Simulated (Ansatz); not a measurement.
**AlGaHO (quartet): the correlation ladder at a displaced geometry (v1), cc-pVDZ**

An exercise on one series of results from a longer session: the logs are not shown, and one member is left open.

The runs use Ansatz 0.2.0, Gaussian basis; cc-pVDZ, core rule «outside noble gas», up to 20 orbitals frozen.

The runs, in order: UHF; CCSD(T) on ROHF; CCSD(T) on UHF; BCCD(T) on ROHF; CISD as a restricted active space (open shells left free, so some higher excitations enter); CCSDT(Q) on ROHF; CCSDT(Q) on UHF.

28 further runs of the same task are left out: 1 for a known fault of the program, 15 that didn't finish, 12 set aside as unsound or not needed. Runs told in other sessions of the task aren't counted.

## What is computed

The geometry is a PBE0/def2-TZVP stationary point (not a proven minimum) with its atoms shifted at random (size 0.040 Å). No spin-orbit coupling is included. The filled d shell of Ga may be among the frozen orbitals whatever the setting's name suggests.

4 atoms, charge 0, spin multiplicity 4.

Atoms are counted from 1 here; the program's logs count them from 0.

Bond lengths: Ga1–Al2 2.524 Å, Al2–O3 1.739 Å, Al2–H4 1.588 Å. Angles: Ga1–Al2–O3 121.7°, Ga1–Al2–H4 123.6°, O3–Al2–H4 114.6°.

Set-up of the first run:

The input, in.yaml:

```yaml
crystal:
  periodic: [false, false, false]
  atoms:
    - {symbol: Ga, position_ang: [-0.005940, -0.065847, 1.128077]}
    - {symbol: Al, position_ang: [-0.006774, 0.516562, -1.327475]}
    - {symbol: O, position_ang: [0.041190, -0.710496, -2.559020]}
    - {symbol: H, position_ang: [-0.061586, 2.004989, -1.877874]}
basis:
  gaussian: {orbitals: cc-pVDZ}
magnetization: {spin_polarized: true, initial_magnetization: 3}
hamiltonian: {xc: hf}
output: {orbitals: {seedname: orbitals}}
```

On the command line:

```bash
$ ansatz run in.yaml --threads 1 --pin off --events-out ev --progress --plain --max-ram 2393MiB
```

Among the steps run: UHF; CCSD(T) on ROHF; CCSD(T) on UHF; BCCD(T) on ROHF; CISD as a restricted active space (open shells left free, so some higher excitations enter); CCSDT(Q) on ROHF; CCSDT(Q) on UHF.

One table of the session follows, with a row left open; its other results are not shown here.

```
   method  from UCCSDT(Q) (kcal/mol)
     ROHF                    +173.62
      UHF                    +168.74
     RMP2                     +27.87
     UMP2                     +27.62
    RCCSD                      +5.52
    UCCSD                      +5.17
 RCCSD(T)                          ?
 UCCSD(T)                      +1.30
  BCCD(T)                      +1.48
   RCCSDT                      +0.61
   UCCSDT                      +0.38
RCCSDT(Q)                      +0.27
UCCSDT(Q)                          0
```

**Question.** Estimate the row for RCCSD(T).

**Answer.** from UCCSDT(Q) (kcal/mol): +1.52. In the column «from UCCSDT(Q) (kcal/mol)» it lies between BCCD(T) (+1.48) and UCCSD (+5.17).

Not comparable, so not listed: CISD as a restricted active space (open shells left free, so some higher excitations enter) (they don't share determinant, frozen orbitals or solution with the rows shown, or repeat one).

Caveats from the session: Restricted and unrestricted rows rest on different reference determinants; a gap between their highest levels can come from leftover correlation error, from unlike frozen cores or from another state.
